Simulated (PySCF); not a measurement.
The system is CClH3, in a box.

```xyz
5
Lattice="12.0000 0.0000 0.0000 0.0000 11.0000 0.0000 0.0000 0.0000 11.0000" Properties=species:S:1:pos:R:3 pbc="T T T"
C     5.5974    5.3788    5.5230
Cl    7.1877    5.0781    4.7992
H     5.4335    4.6535    6.3164
H     4.8383    5.2717    4.7516
H     5.5845    6.3885    5.9268
```

Base run:

- Program: PySCF 2.14.0
- Functional: SCAN0
- Potentials or basis: def2-svp (all-electron)
- k mesh: 1 × 1 × 1
- Occupations: fixed
- Spin: no spin polarisation

Its results: gap between the frontier levels 10.18 eV.

Question: The run is repeated on the same cell with these changes: functional from SCAN0 to SVWN5. What comes out?

Answer: Gap between the frontier levels 6.95 eV.

SCAN0 gives the wider gap, since exact exchange removes part of the self-interaction.

Caveats: this is a molecule in a periodic box at the Γ point, so its band gap is the HOMO-LUMO gap; the basis of atomic orbitals isn't converged, which shifts pressures, moduli and gaps.

